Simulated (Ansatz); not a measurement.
**H6NOPSi: vertical spin-state energies, by script**

Which spin state of H6NOPSi lies lowest at this geometry? A script is to give vertical spin-state energies; the system is H6NOPSi. SMILES: OPN[SiH3].

Computed with Ansatz 0.2.0, driven from Python. Level of theory: CAM-B3LYP/def2-SVP.

### Step 1. Starting point

Bond lengths: O1–P2 1.576 Å, P2–N3 1.668 Å, N3–Si4 1.779 Å, O1–H5 1.002 Å, P2–H6 1.404 Å, N3–H7 0.998 Å, Si4–H8 1.491 Å, Si4–H9 1.495 Å, Si4–H10 1.414 Å. Angles: O1–P2–N3 91.4°, O1–P2–H6 98.7°, N3–P2–H6 100.6°, P2–O1–H5 111.2°, P2–N3–Si4 113.2°, P2–N3–H7 113.8°, Si4–N3–H7 105.7°, N3–Si4–H8 105.3°, N3–Si4–H9 109.7°, N3–Si4–H10 108.6°, H8–Si4–H9 109.3°, H8–Si4–H10 108.6°, H9–Si4–H10 114.8°.

The script holds or builds the structure itself.

### Step 2. The script

Contents of h6nopsi.py:

```python
# -*- coding: utf-8 -*-
import ansatz
from ase import Atoms


def main():
    atoms = Atoms(["O", "P", "N", "Si", "H", "H", "H", "H", "H", "H"], positions=[
        [-1.934, 0.6894, -1.2837],
        [-1.2405, 0.6883, 0.1314],
        [0.1609, 0.0516, -0.5099],
        [1.3989, -0.2966, 0.7189],
        [-1.4901, 1.3384, -1.9049],
        [-1.8341, -0.4705, 0.6568],
        [0.024, -0.8034, -1.0063],
        [0.7836, -1.3133, 1.6187],
        [1.6955, 0.9423, 1.5022],
        [2.5188, -0.8773, 0.0796],
    ])
    h6nopsi = ansatz.Crystal.molecule_from_ase(atoms)

    base = (
        h6nopsi.calculation()
        .basis(gaussian="def2-SVP")
        .functional("cam_b3lyp")
    )
    found = {}
    for unpaired in [0, 2, 4]:
        summary = base.spin("collinear", total=unpaired).run().report
        s = unpaired / 2
        found[unpaired] = summary["free_energy_ev"]
        print(f"2S+1 = {unpaired + 1}: E = {found[unpaired]:.5f} eV, <S^2> = {abs(summary['mean_field']['state']['spin_squared']):.3f} (pure state {s * (s + 1):.2f})")
    lowest = min(found, key=found.get)
    for unpaired, e in found.items():
        print(f"multiplicity {unpaired + 1}: {23.060548 * (e - found[lowest]):.1f} kcal/mol above the lowest")


if __name__ == "__main__":
    main()
```

### Step 3. What the engine is handed

The package turns the script's settings into the engine's input (first run):

```yaml
crystal:
  periodic: [false, false, false]
  atoms:
    - { symbol: O, position_ang: [-1.934, 0.6894, -1.2837] }
    - { symbol: P, position_ang: [-1.2405, 0.6883, 0.1314] }
    - { symbol: "N", position_ang: [0.1609, 0.0516, -0.5099] }
    - { symbol: Si, position_ang: [1.3989, -0.2966, 0.7189] }
    - { symbol: H, position_ang: [-1.4901, 1.3384, -1.9049] }
    - { symbol: H, position_ang: [-1.8341, -0.4705, 0.6568] }
    - { symbol: H, position_ang: [0.024, -0.8034, -1.0063] }
    - { symbol: H, position_ang: [0.7836, -1.3133, 1.6187] }
    - { symbol: H, position_ang: [1.6955, 0.9423, 1.5022] }
    - { symbol: H, position_ang: [2.5188, -0.8773, 0.0796] }
basis:
  gaussian:
    orbitals: def2-SVP
hamiltonian:
  xc: cam_b3lyp
magnetization:
  spin_polarized: true
  initial_magnetization: 0.0
```

### Step 4. Running it

Launch:

```sh
$ python h6nopsi.py
```

**Question.** Which spin state is lowest at this geometry, and how far above lie the others?

As calculated:

```
        quantity             value
   runs compared                 3
          lowest  run 1 (2S+1 = 1)
next above it by          4.715 eV
```

In order: multiplicity 1 (+0.00 eV), multiplicity 3 (+4.71 eV) and multiplicity 5 (+11.17 eV), all at the one geometry. The geometry is a force-field or estimated start, not a minimum of this method, and the basis set is short of its limit. All parts are taken at fixed geometry, without zero-point energy.
